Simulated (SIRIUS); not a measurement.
# Pt in SIRIUS: notebook

Aim: see how the results for Pt move with the level of theory and the settings. Levels: LDA, PBE, PBEsol, RPBE. Tasks: single point.

All numbers are computed with SIRIUS 7.10.0; they aren't measurements. Logs are shortened: lines on timing, memory, paths and dates and some standing lists are left out, and cuts for length are marked. The log counts tension as positive stress, the text compression.

### 1 The sheet as given

The cell holds a sheet with vacuum, 1 atom: a = 2.523 Å, b = 2.523 Å, c = 23.800 Å, α = 90.00°, β = 90.00°, γ = 90.00°.

The cell was built by a generator and needn't be a form met in nature.

### 2 Single point, LDA

Input file sirius.json:

```json
{
  "control": {
    "processing_unit": "cpu",
    "verbosity": 2,
    "num_bands_to_print": 16,
    "print_forces": true,
    "print_stress": true
  },
  "parameters": {
    "electronic_structure_method": "pseudopotential",
    "xc_functionals": ["XC_LDA_X", "XC_LDA_C_PW"],
    "gk_cutoff": 9.2,
    "pw_cutoff": 18.4,
    "ngridk": [7, 7, 1],
    "shiftk": [0, 0, 0],
    "smearing": "fermi_dirac",
    "smearing_width": 0.0018374661,
    "num_bands": 16,
    "num_mag_dims": 0,
    "num_dft_iter": 100,
    "energy_tol": 1e-08,
    "density_tol": 1e-06
  },
  "iterative_solver": {
    "type": "davidson",
    "min_tolerance": 1e-09,
    "tolerance_scale": [0.1, 0.25]
  },
  "mixer": {
    "type": "anderson",
    "beta": 0.7,
    "max_history": 8
  },
  "settings": {
    "tol_ne": 1e-10,
    "pseudo_grid_cutoff": 6.5
  },
  "unit_cell": {
    "lattice_vectors": [
      [4.767930190521, 0.0, 0.0],
      [0.0, 4.767930190521, 0.0],
      [0.0, 0.0, 44.975481766093]
    ],
    "atom_coordinate_units": "lattice",
    "atom_types": ["Pt"],
    "atom_files": {
      "Pt": "Pt.json"
    },
    "atoms": {
      "Pt": [
        [0.0, 0.0, 0.29412]
      ]
    }
  }
}
```

Potentials or basis: PseudoDojo 0.4.1 PBE standard (scalar relativistic).

The run is started by

```bash
> upf_to_json Pt.upf
> OMP_NUM_THREADS=1 sirius.scf --input=sirius.json --output=out.json --task=0
```

Log:

```text
[info] SIRIUS version : 7.10.0
[info] number of MPI ranks           : 1
[info] MPI grid                      : 1 1
[info] maximum number of OMP threads : 1
[fft] FFT context for density and potential
[fft] =====================================
[fft]   comm size                             : 1
[fft]   plane wave cutoff                     : 18.4
[fft]   grid size                             : 30 30 270   total : 243000
[fft]   grid limits                           : -14 15   -14 15   -134 135
[fft]   number of G-vectors within the cutoff : 53700
[fft]   local number of G-vectors             : 53700
[fft]   number of G-shells                    : 8030
[fft] FFT context for coarse grid
[fft] =====================================
[fft]   comm size                             : 1
[fft]   plane wave cutoff                     : 18.4
[fft]   grid size                             : 30 30 270   total : 243000
[fft]   grid limits                           : -14 15   -14 15   -134 135
[fft]   number of G-vectors within the cutoff : 53700
[fft]   local number of G-vectors             : 53700
[fft]   number of G-shells                    : 8030
[unit cell] lattice vectors
[unit cell]   a1 :       4.7679301905      0.0000000000      0.0000000000
[unit cell]   a2 :       0.0000000000      4.7679301905      0.0000000000
[unit cell]   a3 :       0.0000000000      0.0000000000     44.9754817661
[unit cell] reciprocal lattice vectors
[unit cell]   b1 :       1.3178014476      0.0000000000      0.0000000000
[unit cell]   b2 :       0.0000000000      1.3178014476      0.0000000000
[unit cell]   b3 :       0.0000000000      0.0000000000      0.1397024570
[unit cell] unit cell volume :      1022.43474668 [a.u.^3]
[unit cell] 1/sqrt(omega)    :         0.03127391
[unit cell] MT volume        :         0.00000000 ( 0.00%)
[unit cell] IT volume        :      1022.43474668 (100.00%)
[unit cell] number of atom types : 1
[unit cell] type id : 0 symbol : Pt mt_radius :  13.730000 num_atoms : 1
[unit cell] total number of atoms : 1
[unit cell] number of symmetry classes : 1
[unit cell] number of PAW atoms : 0
[unit cell] atom id  type id  class id             position                      vector_field
[unit cell] ------------------------------------------------------------------------------------------
[unit cell]      0        0        0      0.00000   0.00000   0.29412      0.00000   0.00000   0.00000
[unit cell] atom id         position (Cartesian, a.u.)
[unit cell] ---------------------------------------------
[unit cell]      0       0.000000    0.000000   13.228189
[unit cell] class id : 0 atom id : 0
[unit cell] minimum bond length:     4.767930
[unit cell] total number of pseudo wave-functions: 10
[sym] space group number   : 123
[sym] international symbol : P4/mmm
[sym] Hall symbol          : -P 4 2
[sym] space group transformation matrix :
[sym]   1.0000  0.0000  0.0000
[sym]   0.0000  1.0000  0.0000
[sym]   0.0000  0.0000  1.0000
[sym] space group origin shift :
[sym]   0.0000  0.0000  0.7059
[sym] number of space group operations  : 16
[sym] number of magnetic group operations : 16
[sym] metric tensor error: 0.0000e+00
[sym] rotation matrix error: 2.2204e-16
[sym] symmetry operations
[... list of symmetry operations ...]
[atom type] label          : Pt
[atom type] --------------------------------------------------------------------------------
[atom type] symbol         : Pt
[atom type] name           :
[atom type] zn             : 18
[atom type] mass           : 0
[atom type] mt_radius      : 13.73
[atom type] num_mt_points  : 1374
[atom type] grid_origin    : 0
[atom type] grid_name      : external
[... 233 lines left out ...]
[find] iteration : 8, RMS : 1.203117529038e-07, energy difference : 1.323419951405e-08
[find] Hartree energy of density residual : 6.969066215879e-13
[find] | SCF iteration   9 out of 100|
[diagonalize] iterative solver tolerance (occupied, empty): 6.24208e-09 6.24208e-09
[diagonalize] average number of iterations: 3.2
Warning in function "xc_rg_nonmagnetic" at src/potential/xc.cpp:62
Interstitial charge density has negative values
most negatve value : -6.33973e-10
[find] Total energy                   :    -130.33800026 (Ha),    -260.67600053 (Ry)
[find] Free energy (E-TS)             :    -130.33846604 (Ha),    -260.67693207 (Ry)
[find] band gap (eV)                  :       0.00000000
[find] Efermi                         :      -0.13169034
[find] iteration : 9, RMS : 5.509330220093e-08, energy difference : -5.260176294541e-09
[find] Hartree energy of density residual : 1.040592119539e-12
[find] bands are converged : true
[find] iterative solver converged : false
[find] +------------------------------+
[find] | SCF iteration  10 out of 100|
[find] +------------------------------+
[diagonalize] iterative solver tolerance (occupied, empty): 1.56052e-09 1.56052e-09
[diagonalize] average number of iterations: 5.3
[diagonalize] Lowest band energies
[diagonalize] ik:    0   -3.720801   -2.031483   -2.031483   -2.025688   -0.395451   -0.347376   -0.215818   -0.131574   -0.131574   -0.094466   -0.069299    0.096748    0.112178    0.115524    0.146097    0.157513
[diagonalize] ik:    1   -3.720507   -2.036315   -2.031088   -2.025216   -0.373372   -0.323962   -0.207789   -0.178138   -0.129006   -0.115140   -0.025038    0.113547    0.130925    0.132956    0.165207    0.174553
[diagonalize] ik:    2   -3.719845   -2.046939   -2.030195   -2.024152   -0.346164   -0.236143   -0.229241   -0.187317   -0.155436   -0.123103    0.043719    0.163559    0.185146    0.185316    0.219877    0.225560
[diagonalize] ik:    3   -3.719313   -2.055239   -2.029477   -2.023295   -0.329766   -0.270171   -0.183361   -0.168104   -0.118228   -0.096493    0.120314    0.134628    0.245704    0.266550    0.272716    0.292295
[diagonalize] ik:    4   -3.720214   -2.036022   -2.035762   -2.024748   -0.341992   -0.310609   -0.200378   -0.185754   -0.155547   -0.136572    0.009889    0.130385    0.149657    0.150427    0.184432    0.191651
[diagonalize] ik:    5   -3.719554   -2.046462   -2.034938   -2.023693   -0.309392   -0.236427   -0.231561   -0.184734   -0.158757   -0.156349    0.074813    0.180539    0.202878    0.203895    0.239333    0.242790
[diagonalize] ik:    6   -3.719023   -2.054719   -2.034174   -2.022843   -0.291032   -0.264273   -0.234420   -0.162243   -0.149800   -0.051310    0.151837    0.152972    0.263555    0.286238    0.290481    0.309428
[diagonalize] ik:    7   -3.718898   -2.045577   -2.045185   -2.022657   -0.278378   -0.227408   -0.206902   -0.202573   -0.176400   -0.128199    0.138731    0.230907    0.255519    0.258203    0.294236    0.294653
[diagonalize] ik:    8   -3.718370   -2.053544   -2.044511   -2.021823   -0.301888   -0.250185   -0.202962   -0.184623   -0.145527    0.005143    0.193708    0.220801    0.315348    0.339948    0.343476    0.352339
[diagonalize] ik:    9   -3.717846   -2.052633   -2.052558   -2.021002   -0.338856   -0.239124   -0.235279   -0.141976   -0.063870    0.080796    0.199238    0.300642    0.359915    0.368451    0.398081    0.431221
Warning in function "xc_rg_nonmagnetic" at src/potential/xc.cpp:62
Interstitial charge density has negative values
most negatve value : -6.33451e-10
[find] Charges and magnetic moments
[find] --------------------------------------------------------------------------------
[find] total charge          : 18.000000
[find] Energy
[... 5 lines left out ...]
[find] <rho|V^{H}>                    :     609.96602144
[find] one-electron contribution      :    -614.96018868 (Ha),   -1229.92037735 (Ry)
[find] hartree contribution           :     304.98301072
[find] xc contribution                :     -23.47064759
[find] ewald contribution             :     203.10982516
[find] PAW contribution               :       0.00000000
[find] smearing (-TS)                 :      -0.00046577
[find] SCF correction                 :       0.00000012
[find] Total energy                   :    -130.33800026 (Ha),    -260.67600053 (Ry)
[find] Free energy (E-TS)             :    -130.33846604 (Ha),    -260.67693207 (Ry)
[find] band gap (eV)                  :       0.00000000
[find] Efermi                         :      -0.13169049
[find] iteration : 10, RMS : 1.648027411149e-08, energy difference : 9.762288755155e-10
[find] Hartree energy of density residual : 7.589197035605e-14
[find] bands are converged : true
[find] iterative solver converged : true
[find] converged after 11 SCF iterations!
[find] Charges and magnetic moments
[find] --------------------------------------------------------------------------------
[find] total charge          : 18.000000
[find] Energy
[find] --------------------------------------------------------------------------------
[find] valence_eval_sum               :     -21.90913756
[find] <rho|V^{XC}>                   :     -16.91497032
[find] <rho|E^{XC}>                   :     -23.47064759
[find] <mag|B^{XC}>                   :       0.00000000
[find] <rho|V^{H}>                    :     609.96602144
[find] one-electron contribution      :    -614.96018868 (Ha),   -1229.92037735 (Ry)
[find] hartree contribution           :     304.98301072
[find] xc contribution                :     -23.47064759
[find] ewald contribution             :     203.10982516
[find] PAW contribution               :       0.00000000
[find] smearing (-TS)                 :      -0.00046577
[find] SCF correction                 :       0.00000012
[find] Total energy                   :    -130.33800026 (Ha),    -260.67600053 (Ry)
[find] Free energy (E-TS)             :    -130.33846604 (Ha),    -260.67693207 (Ry)
[find] band gap (eV)                  :       0.00000000
[find] Efermi                         :      -0.13169049
[ground_state] === stress tensor components [kbar] ===
[ground_state] === stress_kin ===
[ground_state] -7004.219951    0.000000    0.000000
[ground_state]     0.000000-7004.219951    0.000000
[ground_state]     0.000000    0.000000-7325.377401
[ground_state] === stress_har ===
[ground_state] -83923.009272    0.000000   -0.000000
[ground_state]     0.000000-83923.009272    0.000000
[ground_state]    -0.000000    0.00000080085.808743
[ground_state] === stress_ewald ===
[ground_state] -77512.261879    0.000000   -0.000000
[ground_state]     0.000000-77512.261879    0.000000
[ground_state]    -0.000000    0.00000096578.773528
[ground_state] === stress_vloc ===
[ground_state] 170228.747060    0.000000    0.000000
[ground_state]     0.000000170228.747060    0.000000
[ground_state]     0.000000    0.000000-167569.486911
[ground_state] === stress_xc ===
[ground_state] -1886.425120    0.000000    0.000000
[ground_state]     0.000000-1886.425120    0.000000
[ground_state]     0.000000    0.000000-1886.425120
[ground_state] === stress_core ===
[ground_state]  3468.081844    0.000000   -0.000000
[ground_state]     0.000000 3468.081844    0.000000
[ground_state]    -0.000000    0.000000 3470.681054
[ground_state] === stress_nonloc ===
[ground_state] -3352.781488    0.000000    0.000000
[ground_state]     0.000000-3352.781488    0.000000
[ground_state]     0.000000    0.000000-3353.935681
[ground_state] === stress_us_nl ===
[ground_state] -3352.781488    0.000000    0.000000
[ground_state]     0.000000-3352.781488    0.000000
[ground_state]     0.000000    0.000000-3353.935681
[ground_state] === stress_total ===
[ground_state]    18.131194    0.000000    0.000000
[ground_state]     0.000000   18.131194    0.000000
[ground_state]     0.000000    0.000000    0.038213
[ground_state] ==== total Forces in Ha/bohr =====
[ground_state] atom:    0, force:       0.0000000      0.0000000      0.0000000
[ground_state] ==== ultrasoft contribution from Qij =====
[ground_state] atom:    0, force:       0.0000000      0.0000000      0.0000000
[ground_state] ==== non-local contribution from Beta-projector =====
[ground_state] atom:    0, force:       0.0000000      0.0000000      0.0000000
[ground_state] ==== contribution from local potential =====
[ground_state] atom:    0, force:       0.0000000      0.0000000      0.0000000
[ground_state] ==== contribution from core density =====
[ground_state] atom:    0, force:       0.0000000      0.0000000      0.0000000
[ground_state] ==== Ewald forces from ions =====
[ground_state] atom:    0, force:       0.0000000      0.0000000      0.0000000
[~DFT_ground_state] local op. applied: 4718
[~DFT_ground_state] evp. work count: 1236.67
[~DFT_ground_state] number of iterative solver steps: 532
```

Wall time 48 s (1 thread of Arm Neoverse V1, shared host); peak memory 0.53 GiB.

Results:

```
Free energy            : -3546.6903 eV
Band gap on the k mesh : none (metal or under the smearing width)
```

Caveat: the potentials were made for another functional, which shifts forces and pressure.

### 3 Single point, PBE

Changes to sirius.json since step 2:

```diff
@@ -10,3 +10,3 @@
     "electronic_structure_method": "pseudopotential",
-    "xc_functionals": ["XC_LDA_X", "XC_LDA_C_PW"],
+    "xc_functionals": ["XC_GGA_X_PBE", "XC_GGA_C_PBE"],
     "gk_cutoff": 9.2,
@@ -39,6 +39,7 @@
     "lattice_vectors": [
-      [4.767930190521, 0.0, 0.0],
-      [0.0, 4.767930190521, 0.0],
-      [0.0, 0.0, 44.975481766093]
+      [1.0, 0.0, 0.0],
+      [0.0, 1.0, 0.0],
+      [0.0, 0.0, 9.432915325713]
     ],
+    "lattice_vectors_scale": 4.7679301905,
     "atom_coordinate_units": "lattice",
```

Potentials or basis: PseudoDojo 0.4.1 PBE standard (scalar relativistic).

The run is started by

```bash
> upf_to_json Pt.upf
> OMP_NUM_THREADS=1 sirius.scf --input=sirius.json --output=out.json --task=0
```

Run time: 49 s. Hardware: 1 thread of Arm Neoverse V1, shared host; peak memory 0.54 GiB.

Results (log left out):

```
Free energy            : -3552.3479 eV
Band gap on the k mesh : none (metal or under the smearing width)
```

Stress tensor (GPa, compression positive):
```
-0.12  0.00  0.00
 0.00 -0.12  0.00
 0.00  0.00  0.00
```

Levels at points of the mesh, in eV from the Fermi level:
```csv
k point,band 5,band 6,band 7,band 8,band 9,band 10,band 11,band 12,band 13
"(0.00, 0.00, 0.00)",-7.11,-5.82,-2.30,-0.01,-0.01,0.99,1.70,5.82,6.22
```

The run has no spin-orbit coupling, so splittings on Pt are missing.

(Part 1 of 2 ends here.)
